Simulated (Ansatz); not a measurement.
# Ni3Pt: the cost of one run

Method: DFT LDA, with the methods named in each step, in Ansatz 0.2.0.

## Step 1: The starting structure

Symmetry: Pm-3m, No. 221, cubic system. The conventional cell has a = 3.625 Å, b = 3.625 Å, c = 3.625 Å, α = 90.00°, β = 90.00°, γ = 90.00°. Around Ni (site symmetry 4/mmm) lie 8 Ni at 2.56 Å and 4 Pt at 2.56 Å. Pt (site symmetry m-3m) has 12 Ni at 2.56 Å as nearest neighbours.

As a file:

```cif
data_structure
_symmetry_space_group_name_H-M 'P 1'
_symmetry_Int_Tables_number 1
_cell_length_a 3.6246
_cell_length_b 3.6246
_cell_length_c 3.6246
_cell_angle_alpha 90.000
_cell_angle_beta 90.000
_cell_angle_gamma 90.000
_cell_volume 47.62
loop_
_atom_site_label
_atom_site_type_symbol
_atom_site_fract_x
_atom_site_fract_y
_atom_site_fract_z
_atom_site_occupancy
Ni1 Ni 0.50000 0.00000 0.50000 1
Ni2 Ni 0.00000 0.50000 0.50000 1
Ni3 Ni 0.50000 0.50000 0.00000 1
Pt1 Pt 0.00000 0.00000 0.00000 1
```

Atoms are numbered in the order of the input: Ni1, Ni2, Ni3, Pt4.

## Step 2: Free moments, LAPW

Input file input.yaml:

```yaml
crystal:
  lattice:
    - [3.62456679, 0.0, 0.0]
    - [0.0, 3.62456679, 0.0]
    - [0.0, 0.0, 3.62456679]
  atoms:
    - { symbol: Ni, position: [0.5, 0.0, 0.5], spin: 0.7 }
    - { symbol: Ni, position: [0.0, 0.5, 0.5], spin: 0.7 }
    - { symbol: Ni, position: [0.5, 0.5, 0.0], spin: 0.7 }
    - { symbol: Pt, position: [0.0, 0.0, 0.0], spin: 0.3 }
magnetization:
  spin_polarized: true
kpoints:
  mp_grid: { grid: [9, 9, 9] }
scf:
  occupations: { method: fermi_dirac, width: 0.05 }
  lower_state_search: "off"
hamiltonian:
  xc: lda
  pseudopotentials: { kind: all_electron, lapw: { basis_error: 0.001 } }
output:
  forces: true
  stress: true
  eigenvalues: false
  populations: true
  dos: { projected: true, de: 0.1, e_range: [-8, 5] }
```

The run is started by

```bash
$ ansatz run input.yaml --threads 2 --pin off --max-ram 6144MiB --backend cpu --events-out ev --progress --plain --runs-dir out
```

Q: Estimate wall time and peak memory on 2 threads of Intel Xeon Platinum 8259CL at 2.50GHz (Skylake/Cascade Lake), shared host.

About 61 s, with a peak of 0.84 GiB.
